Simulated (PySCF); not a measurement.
# C4H3BF2O: the cost of one run

Programs: PySCF 2.14.0, with density-fitted response routines of our own. Each step states its level of theory. These are calculated values for one molecule in the gas phase, unless marked as measured. Atoms count from 0, in the outputs and in this text.

## 1. Starting geometry

11 atoms, charge 0, multiplicity 1; geometry from: GFN2-xTB. The atoms were then displaced at random by about 0.01 Å, so the start is not that level's minimum.

Bonds of the start (Å): O0–C1 1.22, C1–C2 1.44, C2–C3 1.15, C3–C4 1.48, C4–B5 1.60, B5–F6 1.30, B5–F7 1.31, C1–H8 1.13, C4–H9 1.10, C4–H10 1.07.

## 2. Relaxing the molecule at PBE0-D3(BJ)/def2-SVP

What the job is given:

```
{"job": {"xc": "PBE0", "basis": "def2-SVP", "d3": "d3bj", "grid": 1, "shake": 0.01, "kind": "geom"}, "charge": 0, "multiplicity": 1}
O      3.536160    -0.521080    -0.753210
C      2.742230    -0.326430     0.148710
C      1.305380    -0.372610     0.045140
C      0.160790    -0.432850    -0.068470
C     -1.318040    -0.493240    -0.182890
B     -1.908340     0.989080    -0.014790
F     -2.098580     1.779700    -1.033070
F     -2.195570     1.504440     1.150560
H      3.093690    -0.093610     1.199640
H     -1.694560    -1.143290     0.627050
H     -1.585060    -0.915930    -1.134320
```

The run is started by

```sh
$ OMP_NUM_THREADS=1 python probes_run.py task.json out
```

The driver reads the jobs from task.json and runs them one after another.

**Question.** How long does this first job take on 1 thread of Arm Neoverse V1, shared host, and how much memory does it need?

About 96 s, with a peak of 0.51 GiB.
